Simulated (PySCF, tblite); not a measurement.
# CH7BrCl2Si4: geometry, infrared bands and NMR shifts

What infrared bands and NMR shifts should CH7BrCl2Si4 (`C[Si@H]1[Si@@H](Cl)[Si@H](Br)[Si@@H]1Cl`) show?

The runs use tblite 0.8.0 and PySCF 2.14.0, with density-fitted response routines of our own; the level of theory stands in each step. All values are computed, except where a source is named. Atoms are numbered from 0 throughout.

## (1) The molecule as given

15 atoms, charge 0, multiplicity 1; geometry from: force field or distance geometry start.

Bonds of the start (Å): C0–Si1 1.84, Si1–Si2 2.27, Si2–Cl3 2.04, Si2–Si4 2.28, Si4–Br5 2.21, Si4–Si6 2.28, Si6–Cl7 2.03, Si6–Si1 2.27, C0–H8 1.09, C0–H9 1.09, C0–H10 1.10, Si1–H11 1.49, Si2–H12 1.49, Si4–H13 1.49, Si6–H14 1.49.

## (2) Optimising the geometry with GFN2-xTB

The job: settings as JSON, then the geometry in Å.

```
{"job": {"kind": "relax", "xc": "GFN2-xTB", "basis": "xTB"}, "charge": 0, "multiplicity": 1}
C      2.182700     0.696000     0.806500
Si     0.936600    -0.395700     0.016200
Si    -0.944600    -0.678900     1.258700
Cl    -1.281400     0.898400     2.514800
Si    -2.140900    -0.506400    -0.671200
Br    -2.445700    -2.461600    -1.650100
Si    -0.371800     0.661800    -1.502000
Cl     0.128400     0.241800    -3.421900
H      2.990800     0.940500     0.115600
H      2.627000     0.226700     1.688100
H      1.735000     1.644600     1.138500
H      1.504500    -1.692600    -0.455700
H     -1.063100    -1.958900     2.008100
H     -3.414100     0.253600    -0.580600
H     -0.447900     2.138600    -1.287000
```

The run is started by

```console
OMP_NUM_THREADS=1 python probes_run.py task.json out
```

One launch serves the whole session: the jobs run in the order shown.

**Question.** This job is followed by: GFN2-xTB harmonic vibrations, gas phase; GIAO PBE0/pcSseg-1 NMR shielding, non-relativistic, gas phase. What will the session give for the following? strongest single infrared mode (GFN2-xTB); zero-point energy (GFN2-xTB); 13C shifts against TMS (PBE0/pcSseg-1); 1H shifts against TMS (PBE0/pcSseg-1, means over atoms taken as alike); 29Si shifts against TMS (PBE0/pcSseg-1); 35Cl shifts against HCl (PBE0/pcSseg-1); 79Br shifts against HBr (PBE0/pcSseg-1); surface potential, 1st and 99th percentile.

**Answer**, as computed:

| quantity | value |
| --- | --- |
| strongest single infrared mode (GFN2-xTB) | 2161 cm⁻¹, 312 km/mol |
| zero-point energy (GFN2-xTB) | 46.9 kcal/mol |
| 13C shifts against TMS (PBE0/pcSseg-1) | -7.8 ppm |
| 1H shifts against TMS (PBE0/pcSseg-1, means over atoms taken as alike) | 6.44, 6.15, 6.10, 5.02, 0.54 ppm |
| 29Si shifts against TMS (PBE0/pcSseg-1) | 5.6, 4.9, 2.8, -33.5 ppm |
| 35Cl shifts against HCl (PBE0/pcSseg-1) | -80, -96 ppm |
| 79Br shifts against HBr (PBE0/pcSseg-1) | -223 ppm |
| surface potential, 1st and 99th percentile | -0.64 V and 1.89 V |

In words: Over 99 steps the energy fell by 0.633 eV; of the close pairs, Si1–Si6 changed most, 2.266 to 2.386 Å. All 39 modes are real, so the xTB geometry is a minimum. The strongest single mode, at 2161 cm⁻¹, moves mainly H14. Unscaled tight-binding wavenumbers are off by several per cent, some by more. Its intensities can rank the bands wrongly. At PBE0/pcSseg-1: Shielding is most anisotropic at Br5 (span 219 ppm, paramagnetic term -279 ppm). At PBE0/pcSseg-1, counted by nearest atom on the grid, the HOMO lies on Br5 20 %; Si2, Si4 about 16 % each, the LUMO on Si4 19 %; Si2, Si6 about 14 % each. Spin-orbit coupling is left out, which matters for shieldings and couplings at and beside the heavy atoms.
